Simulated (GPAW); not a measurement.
# NbSi: band structure with vdW-DF-cx

NbSi:

```
CELL_PARAMETERS angstrom
3.15644 0.00000 0.00000
0.00000 3.15644 0.00000
0.00000 0.00000 3.15644
ATOMIC_POSITIONS crystal
Nb 0.00000 0.00000 0.00000
Si 0.50000 0.50000 0.50000
```

The cell was built by a generator and needn't be a form met in nature.

- Program: GPAW 26.7.0
- Task: band structure
- Functional: vdW-DF-cx
- Potentials or basis: GPAW PAW data sets (gpaw-data 1.2.1)
- Cutoff: 600 eV
- Basis: pw
- k mesh: 8 × 8 × 8
- Occupations: fermi-dirac, width 0.05 eV
- Spin: no spin polarisation
- Maxiter: 150
- Band path: GXMGRX,MR
- Band points: 80

```json
{
 "Band gap along the path": "none (metal or under the smearing width)"
}
```

Levels at the corners of the path, in eV from the Fermi level:
```csv
point,band 4,band 5,band 6,band 7,band 8,band 9,band 10,band 11,band 12,band 13
Γ,-30.60,-11.02,-2.62,-2.62,2.25,2.25,2.25,2.48,2.48,2.48
X,-30.56,-7.96,-6.25,-1.48,-1.06,-1.06,2.72,4.17,5.47,8.72
M,-30.52,-7.95,-2.87,-2.87,-2.15,0.33,0.33,4.14,4.58,4.71
Γ,-30.60,-11.02,-2.62,-2.62,2.25,2.25,2.25,2.48,2.48,2.48
R,-30.90,-5.05,-5.05,-5.05,-3.87,3.88,3.88,3.88,4.28,4.28
X,-30.56,-7.96,-6.25,-1.48,-1.06,-1.06,2.72,4.17,5.47,8.72
M,-30.52,-7.95,-2.87,-2.87,-2.15,0.33,0.33,4.14,4.58,4.71
R,-30.90,-5.05,-5.05,-5.05,-3.87,3.88,3.88,3.88,4.28,4.28
```

Run time: 23 s on 1 thread of Arm Neoverse V2, on a shared host, peak memory 0.23 GiB.
